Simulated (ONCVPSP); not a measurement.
# Cu: generating and testing an ONCV potential

Do these settings give a usable potential? It is generated, then checked for transferability, scattering, ghosts and hardness.

Program: ONCVPSP 4.0.1.1 (patched build). Reference atom: LDA (Perdew-Wang 92), scalar-relativistic, spherical and spin-unpolarised. All values are calculated.

### 1 The design

The settings as typed:

```json
{
  "element": "copper (Cu, Z = 29)",
  "type": "optimised norm-conserving Vanderbilt (ONCV)",
  "frozen core": "[Ar]",
  "valence charge": "11",
  "reference configuration": "3d10 4s1",
  "partial waves": "4s: rc 2.40 bohr, ncon 4, nbas 7, qcut 2.4 1/bohr, 2 projectors, debl 1.3 Ha; p scattering state at 0.45 Ha: rc 1.80 bohr, ncon 5, nbas 9, qcut 3.8 1/bohr, 3 projectors, debl 0.5 Ha; 3d: rc 0.80 bohr, ncon 5, nbas 10, qcut 18.4 1/bohr, 2 projectors, debl 1.7 Ha",
  "local potential": "polynomial inside 0.60 bohr (lpopt 1, dvloc0 1 Ha)",
  "core correction": "polynomial model core, fcfact 0.5"
}
```

The outer shells as boxes (Hund's rule for the drawing; the calculation is spin-unpolarised):

```
[Ar] core
3d [↑↓][↑↓][↑↓][↑↓][↑↓]
4s [↑ ]
```

An earlier all-electron run gives the scale for the radii.

All-electron outer shells of the reference configuration (LDA (PZ), scalar-relativistic, ld1.x):

| shell | level (eV) | outermost node (bohr) | outermost maximum (bohr) |
| --- | --- | --- | --- |
| 3p | -72.03 | 0.26 | 0.62 |
| 3d | -5.32 | – | 0.60 |
| 4s | -4.87 | 0.89 | 2.24 |
| 4p | -0.79 | 0.98 | 3.52 |

### 2 The generation run

Cu.dat

```
# ATOM AND REFERENCE CONFIGURATION
# atsym  z   nc   nv     iexc    psfile
  Cu 29.00    5    2  -001012      upf
#
#   n    l    f
    1    0    2.00
    2    0    2.00
    2    1    6.00
    3    0    2.00
    3    1    6.00
    3    2   10.00
    4    0    1.00
#
# PSEUDOPOTENTIAL AND OPTIMIZATION
# lmax
    2
#
#   l,   rc,      ep,       ncon, nbas, qcut
    0    2.40    0.00    4    7    2.40
    1    1.80    0.45    5    9    3.80
    2    0.80    0.00    5   10   18.40
#
# LOCAL POTENTIAL
# lloc, lpopt,  rc(5),   dvloc0
    4    1    0.60    1.00
#
# VANDERBILT-KLEINMAN-BYLANDER PROJECTORs
# l, nproj, debl
    0    2    1.30
    1    3    0.50
    2    2    1.70
#
# MODEL CORE CHARGE
# icmod, fcfact, rcfact
    1    0.50    0.00
#
# LOG DERIVATIVE ANALYSIS
# epsh1, epsh2, depsh
   -2.00    5.00    0.02
#
# OUTPUT GRID
# rlmax, drl
    6.00    0.01
#
# TEST CONFIGURATIONS
# ncnf
    4
# nvcnf
#   n    l    f
    2
    3    2   10.00
    4    0    0.00
#
    2
    3    2    9.00
    4    0    0.00
#
    2
    3    2    8.00
    4    0    0.00
#
    2
    3    2    9.00
    4    0    2.00
#
```

The run is started by

```bash
$ oncvpsp.x < Cu.dat > Cu.out
```

What does the calculation give? Wanted: cutoffs for 1 and 0.1 mHa per electron, occupied waves; bound ghosts; GHOST(+) flags; largest test error; largest phase difference near zero energy, channels read; rms error of d²Exc/dn², without and with the model core.

As calculated:

| quantity | value |
| --- | --- |
| cutoffs for 1 and 0.1 mHa per electron, occupied waves | 141 Ha and 162 Ha |
| bound ghosts | s at -202.29 eV, p at -208.12 eV, p at -74.09 eV |
| GHOST(+) flags | p at 167 eV |
| largest test error (AE − PS) | -77 meV, for 3d9 4s0 (1 test unsolved) |
| largest phase difference near zero energy, channels read | 0.000 rad |
| rms error of d²Exc/dn², without and with the model core | 8.47 and 2.48 mHa |

What this shows: It has a bound ghost (s, p), a state that the atom doesn't have, and that rules the file out. Close by lies the frozen 3p level (-72.0 eV). The worst unpolarised test, 3d9 4s0, is off by 77 meV on 30.1 eV; by total energies transferability rates as fair where solved. Of the tests 1 gave no usable energy difference, which is a warning in itself. It counts as very hard, with 141 Ha needed at the looser tolerance. At the looser tolerance the 3d wave is the slowest; 4s needs 9 Ha. Near zero energy the phases of the channels with partial waves agree within 0.001 rad. The program also flags highly localised states, GHOST(+) (p). All of this concerns the isolated atom, not yet a solid.
